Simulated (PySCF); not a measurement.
# EuH8O4 (Eu(H2O)43+): the cost of one run

The runs use PySCF 2.14.0; PBE0, Eu lcecp-1-SVP with ECP52, O def2-SVP, H def2-SVP; scalar-relativistic core potentials, no spin–orbit coupling.

2 further runs of the same task are left out: 2 for a known fault of the program.

**1. Starting geometry**

13 atoms, charge 3, spin multiplicity 1.

Bond lengths: Eu1–O2 2.485 Å, Eu1–O5 2.485 Å, Eu1–O8 2.485 Å, Eu1–O11 2.485 Å, O2–H3 0.970 Å, O2–H4 0.970 Å, O5–H6 0.970 Å, O5–H7 0.970 Å, O8–H9 0.970 Å, O8–H10 0.970 Å, O11–H12 0.970 Å, O11–H13 0.970 Å. Angles: O2–Eu1–O5 109.5°, O2–Eu1–O8 109.5°, O2–Eu1–O11 109.5°, O5–Eu1–O8 109.5°, O5–Eu1–O11 109.5°, O8–Eu1–O11 109.5°, Eu1–O2–H3 127.5°, Eu1–O2–H4 127.5°, H3–O2–H4 105.1°, Eu1–O5–H6 127.5°, Eu1–O5–H7 127.5°, H6–O5–H7 105.1°, Eu1–O8–H9 127.5°, Eu1–O8–H10 127.5°, H9–O8–H10 105.1°, Eu1–O11–H12 127.5°, Eu1–O11–H13 127.5°, H12–O11–H13 105.1°.

As a file:

```xyz
13
charge 3, multiplicity 1
Eu    0.0000    0.0000    0.0000
O     1.4347    1.4347    1.4347
H     1.7754    1.2309    2.3198
H     1.7754    2.3198    1.2309
O    -1.4347   -1.4347    1.4347
H    -1.7754   -1.2309    2.3198
H    -1.7754   -2.3198    1.2309
O     1.4347   -1.4347   -1.4347
H     1.7754   -2.3198   -1.2309
H     1.7754   -1.2309   -2.3198
O    -1.4347    1.4347   -1.4347
H    -1.7754    2.3198   -1.2309
H    -1.7754    1.2309   -2.3198
```

Formal oxidation states: Eu +3. Each metal's 6 4f electrons lie in its core potential, so multiplicities, spins and levels count the valence alone.

**2. SCF at the start, singlet**

run.py (the lines that set the calculation) reads:

```python
mol = gto.M(atom='''
Eu     0.00000     0.00000     0.00000
O      1.43470     1.43470     1.43470
H      1.77540     1.23090     2.31980
H      1.77540     2.31980     1.23090
O     -1.43470    -1.43470     1.43470
H     -1.77540    -1.23090     2.31980
H     -1.77540    -2.31980     1.23090
O      1.43470    -1.43470    -1.43470
H      1.77540    -2.31980    -1.23090
H      1.77540    -1.23090    -2.31980
O     -1.43470     1.43470    -1.43470
H     -1.77540     2.31980    -1.23090
H     -1.77540     1.23090    -2.31980''',
    basis={'Eu': 'lcecp-1-SVP', 'O': 'def2-SVP', 'H': 'def2-SVP'},
    ecp={'Eu': 'lcecp-1-SVP'},
    charge=3, spin=0)
mf = dft.RKS(mol, xc='PBE0')
mf.grids.atom_grid = (50, 194)  # f atoms: unpruned, at least (60, 302)
mf = mf.density_fit()  # fitting sets: Eu AutoAux, O def2-universal-JKFIT, H def2-universal-JKFIT
mf.conv_tol = 1e-08; mf.max_cycle = 55
mf.kernel(dm0)  # dm0: free metal ions and neutral atoms
```

On the command line:

```bash
> OMP_NUM_THREADS=2 python run.py
```

**Question.** How long does this run take on 2 threads of Arm Neoverse V2, shared host, and how much memory does it need?

About 4.3 s, with a peak of 0.81 GiB.
